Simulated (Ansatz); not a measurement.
**C2H6BN: one species, many methods**

The task here is to estimate one member of a computed series from the others.

Method: functionals in def2-TZVPP, the program's frozen cores in correlated methods; program: Ansatz 0.2.0, Gaussian basis.

Levels to be run: LDA (SPW92), PBE-D4, revPBE-D4, BLYP-D4, r2SCAN-D4, B97M-V, PBE0-D4, B3LYP-D4, r2SCANh-D4, r2SCAN0-D4, HSE06-D4, BHLYP-D4, CAM-B3LYP-D4, LC-ωPBE, ωB97X-V, ωB97M-V, B2PLYP, PBE-QIDH; CCSD(T)/def2-SVP; CCSD(T)/def2-TZVPP; MP2/def2-QZVPP; extrapolation to the limit; RPA on PBE.

## Structure used throughout

An earlier PBE0-D4 in a triple-zeta def2 set relaxation fixed the geometry.

SMILES `BC(C)=N`, 10 atoms, charge 0, spin multiplicity 1.

Atoms are counted from 1 here; the program's logs count them from 0.

Bond lengths: B1–C2 1.551 Å, B1–H5 1.195 Å, B1–H6 1.197 Å, C2–C3 1.490 Å, C2–N4 1.281 Å, C3–H7 1.095 Å, C3–H8 1.091 Å, C3–H9 1.094 Å, N4–H10 1.025 Å. Angles: C2–B1–H5 119.7°, C2–B1–H6 119.9°, H5–B1–H6 120.0°, B1–C2–C3 125.5°, B1–C2–N4 114.4°, C3–C2–N4 119.4°, C2–C3–H7 110.2°, C2–C3–H8 110.4°, C2–C3–H9 110.4°, H7–C3–H8 109.2°, H7–C3–H9 106.7°, H8–C3–H9 109.8°, C2–N4–H10 111.6°.

Coordinates:

```csv
atom,x (Å),y (Å),z (Å)
B1,-0.8589,1.0040,-0.5455
C2,0.2237,-0.0531,-0.2045
C3,0.1975,-0.9729,0.9677
N4,1.2879,0.0318,-0.9127
H5,-1.2837,1.0778,-1.6605
H6,-1.1724,1.8219,0.2703
H7,-0.6194,-1.6941,0.8650
H8,1.1431,-1.5102,1.0516
H9,0.0073,-0.4120,1.8876
H10,1.1581,0.6558,-1.7159
```

The first run:

in.yaml

```yaml
crystal:
  periodic: [false, false, false]
  atoms:
    - {symbol: B, position_ang: [-0.858939, 1.003994, -0.545533]}
    - {symbol: C, position_ang: [0.223684, -0.053144, -0.204541]}
    - {symbol: C, position_ang: [0.197505, -0.972905, 0.967731]}
    - {symbol: N, position_ang: [1.287917, 0.031787, -0.912746]}
    - {symbol: H, position_ang: [-1.283734, 1.077844, -1.660514]}
    - {symbol: H, position_ang: [-1.172445, 1.821915, 0.270283]}
    - {symbol: H, position_ang: [-0.619441, -1.694075, 0.865050]}
    - {symbol: H, position_ang: [1.143144, -1.510249, 1.051556]}
    - {symbol: H, position_ang: [0.007283, -0.412030, 1.887612]}
    - {symbol: H, position_ang: [1.158125, 0.655764, -1.715898]}
basis:
  gaussian: {orbitals: def2-TZVPP}
hamiltonian: {xc: lda}
output: {orbitals: {seedname: orbitals}}
```

Command:

```console
> ansatz run in.yaml --threads 2 --pin off --events-out ev --progress --plain --max-ram 4352MiB
```

Among the steps run: LDA; PBE-D4 (GGA); revPBE-D4 (GGA); BLYP-D4 (GGA); r2SCAN-D4 (meta-GGA); B97M-V (meta-GGA); PBE0-D4 (hybrid); B3LYP-D4 (hybrid); r2SCANh-D4 (hybrid); r2SCAN0-D4 (hybrid); HSE06-D4 (hybrid); BHLYP-D4 (hybrid); CAM-B3LYP-D4 (range-separated); LC-ωPBE (range-separated); ωB97X-V (range-separated); ωB97M-V (range-separated); B2PLYP (double hybrid); PBE-QIDH (double hybrid).

One table of the session follows, with a row left open; its other results are not shown here.

It belongs to the step «Orbital energies across the functionals». 

| functional | HOMO (eV) | LUMO (eV) | gap (eV) |
| --- | --- | --- | --- |
| LDA (SPW92) | -6.17 | -3.32 | 2.85 |
| PBE-D4 | -6.06 | -3.03 | 3.03 |
| revPBE-D4 | -6.00 | -2.91 | 3.09 |
| BLYP-D4 | -5.96 | -2.88 | 3.08 |
| r2SCAN-D4 | ? | ? | ? |
| B97M-V | -6.47 | -2.77 | 3.70 |
| PBE0-D4 | -7.41 | -2.03 | 5.38 |
| B3LYP-D4 | -7.20 | -2.26 | 4.94 |
| r2SCANh-D4 | -6.79 | -2.36 | 4.43 |
| r2SCAN0-D4 | -7.58 | -1.84 | 5.74 |
| HSE06-D4 | -7.01 | -2.42 | 4.59 |
| BHLYP-D4 | -8.76 | -0.98 | 7.78 |
| CAM-B3LYP-D4 | -8.83 | -0.94 | 7.88 |
| LC-ωPBE | -10.15 | 0.27 | 10.42 |
| ωB97X-V | -9.82 | 0.18 | 10.00 |
| ωB97M-V | -9.75 | -0.06 | 9.69 |

Q: Estimate the row for r2SCAN-D4 from the others.

Worked estimate for «HOMO (eV)». Against the share of exact exchange, r2SCANh-D4 (0.1, -6.79), r2SCAN0-D4 (0.25, -7.58) give a slope of -5.27 per unit share; at 0 the line stands at -6.26.

**Answer.** HOMO (eV): -6.28; LUMO (eV): -2.71; gap (eV): 3.57. In «HOMO (eV)» the line misses by +0.02.
